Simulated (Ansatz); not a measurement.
# Ti: the cost of one run

Program: Ansatz 0.2.0. Level of theory: DFT LDA, scalar-relativistic. These are calculated values, not measurements.

1 further run of the same task is left out (for a known fault of the program).

## 1. Starting point

The structure is hexagonal, space group P6_3/mmc (No. 194). The conventional cell has a = 2.936 Å, b = 2.936 Å, c = 4.641 Å, α = 90.00°, β = 90.00°, γ = 120.00°. Around Ti (site symmetry -6m2) lie 12 Ti at 2.87 to 2.94 Å.

Structure file:

```cif
data_structure
_symmetry_space_group_name_H-M 'P6_3/mmc'
_symmetry_Int_Tables_number 194
_cell_length_a 2.9357
_cell_length_b 2.9357
_cell_length_c 4.6409
_cell_angle_alpha 90.000
_cell_angle_beta 90.000
_cell_angle_gamma 120.000
_cell_volume 34.64
loop_
_atom_site_label
_atom_site_type_symbol
_atom_site_symmetry_multiplicity
_atom_site_Wyckoff_symbol
_atom_site_fract_x
_atom_site_fract_y
_atom_site_fract_z
_atom_site_occupancy
Ti1 Ti 2 c 0.33333 0.66667 0.25000 1
```

The file gives the conventional cell by its symmetry; the runs use the cell typed in the input.

Structure from a Materials Project entry, not relaxed further.

Atoms are numbered in the order of the input: Ti1, Ti2.

## 2. Volume × 0.95, LAPW

Input file input.yaml:

```yaml
crystal:
  lattice:
    - [2.8859641405, 0.0, 0.0]
    - [-1.4429820702, 2.4993182601, 0.0]
    - [0.0, 0.0, 4.5621823725]
  atoms:
    - { symbol: Ti, position: [0.3333333333, 0.6666666667, 0.25] }
    - { symbol: Ti, position: [0.6666666667, 0.3333333333, 0.75] }
kpoints:
  mp_grid: { grid: [13, 13, 7] }
scf:
  occupations: { method: fermi_dirac, width: 0.05 }
hamiltonian:
  xc: lda
  pseudopotentials: { kind: all_electron, lapw: { basis_error: 0.00025 } }
output:
  forces: true
  stress: true
  eigenvalues: true
```

The run is started by

```console
ansatz run input.yaml --threads 1 --pin off --max-ram 2048MiB --backend cpu --events-out ev --progress --plain --runs-dir out
```

What time and memory should one allow on 1 thread of AMD EPYC 7R43 (Zen 3), shared host?

About 11 s, with a peak of 0.39 GiB.
